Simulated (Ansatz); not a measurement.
**GeO: a ladder of functionals and wavefunction methods**

Aim: compute GeO with functionals from several rungs and with coupled cluster, and see how far each lands from CCSD(T) at the basis-set limit for the atomisation energy.

The runs use Ansatz 0.2.0, Gaussian basis; functionals in def2-TZVPP, the program's frozen cores in correlated methods.

Plan: LDA (SPW92), PBE-D4, revPBE-D4, BLYP-D4, r2SCAN-D4, B97M-V, PBE0-D4, B3LYP-D4, r2SCANh-D4, r2SCAN0-D4, HSE06-D4, BHLYP-D4, CAM-B3LYP-D4, LC-ωPBE, ωB97X-V, ωB97M-V, B2PLYP, PBE-QIDH; CCSD(T)/def2-SVP; CCSD(T)/def2-TZVPP; CCSD(T)/def2-QZVPP; extrapolation to the limit; RPA on PBE.

### Step 1. Structure used throughout

All runs share one geometry, relaxed beforehand with PBE0-D4 in a triple-zeta def2 set.

2 atoms, charge 0, spin multiplicity 1.

Atoms are counted from 1 here; the program's logs count them from 0.

Bond lengths: O1–Ge2 1.622 Å.

### Step 2. LDA

This LDA is Slater exchange with PW92 correlation.

Input file in.yaml:

```yaml
crystal:
  periodic: [false, false, false]
  atoms:
    - {symbol: O, position_ang: [-0.688993, 0.249047, -0.348403]}
    - {symbol: Ge, position_ang: [0.688993, -0.249047, 0.348403]}
basis:
  gaussian: {orbitals: def2-TZVPP}
hamiltonian: {xc: lda}
output: {orbitals: {seedname: orbitals}}
```

The run is started by

```
$ ansatz run in.yaml --threads 2 --pin off --events-out ev --progress --plain --max-ram 32768MiB --backend cpu
```

The runs that follow: PBE-D4 (GGA); revPBE-D4 (GGA); BLYP-D4 (GGA); r2SCAN-D4 (meta-GGA); B97M-V (meta-GGA); PBE0-D4 (hybrid); B3LYP-D4 (hybrid); r2SCANh-D4 (hybrid); r2SCAN0-D4 (hybrid); HSE06-D4 (hybrid); BHLYP-D4 (hybrid); CAM-B3LYP-D4 (range-separated); LC-ωPBE (range-separated); ωB97X-V (range-separated); ωB97M-V (range-separated); B2PLYP (double hybrid); PBE-QIDH (double hybrid); CCSD(T) in def2-SVP; CCSD(T) in def2-TZVPP; CCSD(T) in def2-QZVPP; RPA on PBE orbitals.

Before running them: what should the planned runs give, taken together? Wanted: atomisation energy, CCSD(T)/CBS; farthest beyond LDA; mean size of error, GGA; mean size of error, meta-GGA; mean size of error, hybrid; mean size of error, range-separated; mean size of error, double hybrid; gap, smallest and largest; T1 diagnostic.

As calculated:

| quantity | value |
| --- | --- |
| atomisation energy, CCSD(T)/CBS | 7.084 eV |
| functionals within 0.071 eV (1.0 %) | revPBE-D4 |
| farthest beyond LDA | BHLYP-D4 (-1.113 eV) |
| mean size of error, GGA | 0.170 eV |
| mean size of error, meta-GGA | 0.181 eV |
| mean size of error, hybrid | 0.588 eV |
| mean size of error, range-separated | 0.313 eV |
| mean size of error, double hybrid | 0.283 eV |
| gap, smallest and largest | 4.30 eV (BLYP-D4), 11.34 eV (LC-ωPBE) |
| T1 diagnostic | 0.0251 |
| triples share of the correlation energy | 5.0 % |

What this shows: LDA overbinds by 1.428 eV (20 %). PBE-D4 is off by +0.254 eV. Double hybrids carry the basis error of their MP2 part in triple zeta, and no dispersion term here, so their miss is partly the set-up's. Taken by rung, GGA functionals do best (0.170 eV on average) and hybrid ones worst beyond LDA (0.588 eV). The gap between the best rungs is small, so their order is not settled. The mean of the hybrids holds BHLYP, with half exact exchange. RPA and LDA stand outside this count. Misses under about 0.071 eV are within the doubt on the reference itself, which lacks core-valence correlation, relativity and higher excitations, and its outer-core shells are covered unevenly. Hartree-Fock recovers 44 % of the binding; the rest is correlation. CCSD(T) in def2-SVP is off by -0.815 eV, which most functionals beat. Orbital gaps span 4.3 to 11.3 eV; exact exchange widens them. T1 = 0.025 passes the customary mark of 0.02 by a little. Correlated methods include outer-core shells of Ge, which these sets cover unevenly.
